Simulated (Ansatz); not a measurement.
Write a Python script for the Ansatz DFT code, driven from Python that makes a comparison of dispersion corrections of CH3F3SSi, SMILES FC[Si](F)(F)S. Settings (for the species named): PBE, def2-SVP basis, multiplicity 1, D3BJ dispersion.

```xyz
9

F     0.1194   -1.5801    1.0766
C     0.7180   -0.9206    0.0338
Si   -0.2900    0.5123   -0.5988
F    -1.5598    0.0152   -1.2361
F     0.5879    1.2837   -1.7222
S    -0.7160    1.8900    1.0024
H     1.7279   -0.6057    0.4142
H     0.9207   -1.6506   -0.7516
H    -1.4195    1.0094    1.7644
```

Script `ch3f3ssi_disp.py`:
```python
# -*- coding: utf-8 -*-
"""Dispersion corrections for CH3F3SSi."""

import warnings

import ansatz as az
from ase import Atoms

config = {
    "basis_set": "def2-SVP",
}


def main():
    warnings.simplefilter("ignore", az.DeckWarning)

    atoms = Atoms(["F", "C", "Si", "F", "F", "S", "H", "H", "H"], positions=[
        (0.1194, -1.5801, 1.0766),
        (0.718, -0.9206, 0.0338),
        (-0.29, 0.5123, -0.5988),
        (-1.5598, 0.0152, -1.2361),
        (0.5879, 1.2837, -1.7222),
        (-0.716, 1.89, 1.0024),
        (1.7279, -0.6057, 0.4142),
        (0.9207, -1.6506, -0.7516),
        (-1.4195, 1.0094, 1.7644),
    ])
    mol = az.Crystal.molecule_from_ase(atoms)

    setup = mol.calculation().basis(gaussian=config["basis_set"])
    for name in ["pbe", "b3lyp"]:
        for correction in ("d3bj", "d4"):
            report = setup.functional(name, dispersion=correction).run(threads=1).report
            print(f"{name:8s} {correction:5s} total {report['free_energy_ev']:.5f} eV, of which dispersion {1000 * report['dispersion']['energy']['ev']:.2f} meV")


if __name__ == "__main__":
    main()
```

Running `python ch3f3ssi_disp.py` prints:
```text
pbe      d3bj  total -27922.25123 eV, of which dispersion -202.34 meV
pbe      d4    total -27922.27431 eV, of which dispersion -225.41 meV
b3lyp    d3bj  total -27941.24502 eV, of which dispersion -369.21 meV
b3lyp    d4    total -27941.24116 eV, of which dispersion -365.35 meV
```

Total energies depend on the basis set; only differences at equal settings carry meaning. The geometry is a force-field or estimated start, not a minimum of this method, and the basis set is short of its limit. D4 holds the three-body term, and d3bj doesn't. b3lyp holds the VWN-RPA fit, as in Gaussian; the form of ORCA and Turbomole is b3lyp5. It ran for 14 s on 1 thread of Arm Neoverse V1, with other jobs on the host, peak memory 0.29 GiB.
